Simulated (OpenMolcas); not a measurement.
# Zr³⁺ among point charges: CASSCF and CASPT2 levels and susceptibility

Aim: the splitting of the states of Zr³⁺ in the field of 6 point charges, its lowest levels with spin-orbit coupling and its magnetic susceptibility.

Method: state-averaged CASSCF and CASPT2, spin-orbit coupling by RASSI with atomic mean-field integrals. Code: OpenMolcas 26.06.

### 1 The atom as given

```
Species                           : Zr³⁺ (zirconium, Z = 40, 37 electrons)
Basis                             : ANO-RCC-VDZP [6s5p3d1f], 43 functions
Scalar Hamiltonian                : DKH2, point nucleus
Inactive shells                   : 1s 2s 2p 3s 3p 3d 4s 4p
Active space                      : 1 electron in 5 orbitals (4d)
Some configurations of this space : 4d
Orbitals                          : optimised for each spin and parity, averaged over all roots
```

Outer shells as boxes (Hund's rule):

4d
```
4d [↑ ][  ][  ][  ][  ]
```

The ion sits among 6 point charges of -1.7 e arranged as an octahedron (Oh), 1.75 Å from the ion.

Each step is its own input file, run in one work folder so that later steps find the files of earlier ones. Labels, J, g values, rates, χT and fits are worked out afterwards by a script from the matrices that RASSI stores. The input lists half of the charges; inversion (Group=XYZ) makes the rest.

### 2 Basis and integrals

Input file a.inp:

```
&GATEWAY
Coord
1

Zr 0.0 0.0 0.0
Basis=ANO-RCC-VDZP
Group=XYZ
NoMove
AngMom=0.0 0.0 0.0
AMFI
XField
3 Angstrom 0
1.750000 0.000000 0.000000 -1.700000
0.000000 1.750000 0.000000 -1.700000
0.000000 0.000000 1.750000 -1.700000
&SEWARD
```

Run with:

```sh
> OMP_NUM_THREADS=1 MOLCAS_MEM=1689 MOLCAS_PROJECT=a pymolcas a.inp > a.log
```

### 3 Reference wave functions, doublets of even parity, 5 roots

Input file a.inp:

```
&RASSCF
FileOrb=start.orb
Symmetry=1
Spin=2
nActEl=1 0 0
Inactive=9 9
Ras2=5 0
CIRoot=5 5 1
SDav=5
CIMx=300
Iter=120 100
PrWF=0.3
OrbListing=Nothing
MaxOrb=0
>>> COPY $Project.JobIph JOB001
```

start.orb holds the contracted functions of the basis, ordered by shell, or the orbitals of the step before.

### 4 State interaction with spin-orbit coupling

Input file a.inp:

```
&RASSI
NrOfJobIphs=1 5
1 2 3 4 5
IphNames
JOB001
EJob
SpinOrbit
DIPRint=1.0
SOCoupling=1000.0
Subsets=2
Property=9
'ANGMOM' 1 'ANGMOM' 2 'ANGMOM' 3 'MLTPL  1' 1 'MLTPL  1' 2 'MLTPL  1' 3
'AMFI' 1 'AMFI' 2 'AMFI' 3
SOProperty=3
'ANGMOM' 1 'ANGMOM' 2 'ANGMOM' 3
```

### 5 CASPT2: IPEA 0.25, imaginary shift 0.1 (closed shells correlated: 4s 4p)

Input file a.inp:

```
>>> COPY JOB001 $Project.JobIph
&CASPT2
Multistate=5 1 2 3 4 5
NoMult
Frozen=8 6
IPEA=0.25
Imaginary=0.1
MaxIter=60
WThr=0.0 0.3 0.05
PrWF=0.5
NoMix
```

(Steps that only read results are left out.)

Before running it: what results should come out? Wanted: spin-free ground state; first state of the same spin within the active space; lowest level; next level.

**Answer**, as computed:

| quantity | value |
| --- | --- |
| method | SS-CASPT2, IPEA 0.25, imaginary shift 0.1 (closed shells correlated: 4s 4p) |
| spin-free ground state | 2T2, 3-fold in its orbital part |
| first state of the same spin within the active space | 2E at 46700 cm⁻¹ |
| lowest level | 4-fold Γ8 |
| next level | 242.9 cm⁻¹ |
| χT at 300 K | 0.43 cm³ K/mol |
| effective moment at 300 K | 1.86 μB |

Cost by method:

| method | time of its own steps | time with the reference |
| --- | --- | --- |
| A. CASSCF | 1.8 s | 1.8 s |
| B. SS-CASPT2, IPEA 0.25, imaginary shift 0.1, +4s 4p | 0.52 s | 2.3 s |

Times are of one thread on a shared host.

What this shows: The spin-free ground state (2T2) comes to 100 % from free-ion D terms and keeps the highest spin of the shell. χT at 300 K is 0.43, against 0.38 cm³ K/mol for the spin alone, so orbital moment adds to it. The field of point charges can differ much from that of real complexes. Point charges carry no covalency, so the field is a model and not that of real ligands.
